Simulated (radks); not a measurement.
**Fe⁺ in [Ar] 3d6 5s1: an all-electron calculation**

An exercise on one series of results from a longer session: the logs are not shown, and one member is left open.

Method: Dirac Kohn-Sham, revPBE, spin-unpolarised, spherical densities, finite nucleus; open shells fill j = l - 1/2 first. Code: radks (a radial shooting solver on a logarithmic mesh, Libxc functionals) version 1.

### What is computed

| Item | Value |
| --- | --- |
| element | iron (Z = 26) |
| charge | +1 |
| electrons | 25 |
| configuration | [Ar] 3d6 5s1 |
| nuclear rms radius | 3.7377 fm |

Set-up of the first run:

The run's settings:

```text
Z 26
configuration [Ar] 3d6 5s1
relativity Dirac
functional pbe_r,pbe
spin unpolarised
j_filling energy
nucleus finite rms 3.7377 fm
c 137.035999084
```

One table of the session follows, with a row left open; its other results are not shown here.

It belongs to the step «Orbitals and density». Sizes of the orbitals, from the radial functions (bohr):

```
level      <r>  outermost maximum (interpolated)  90 % within  nodes
1s1/2  0.05844                            0.0383        0.104      0
2s1/2        ?                                 ?            ?      ?
2p1/2   0.2334                             0.178        0.383      0
2p3/2   0.2364                             0.181        0.387      0
3s1/2   0.8113                             0.701         1.22      2
3p1/2   0.8520                             0.709         1.31      1
3p3/2   0.8612                             0.717         1.33      1
3d3/2    1.082                             0.712         1.87      0
3d5/2    1.087                             0.714         1.88      0
5s1/2    6.201                              5.94         8.72      4
```

Q: Estimate the row for 2s1/2 from the others.

The run gave: <r>: 0.2666; outermost maximum (interpolated): 0.222; 90 % within: 0.414; nodes: 1. In the column «<r>» it lies between 2p3/2 (0.2364) and 3s1/2 (0.8113).
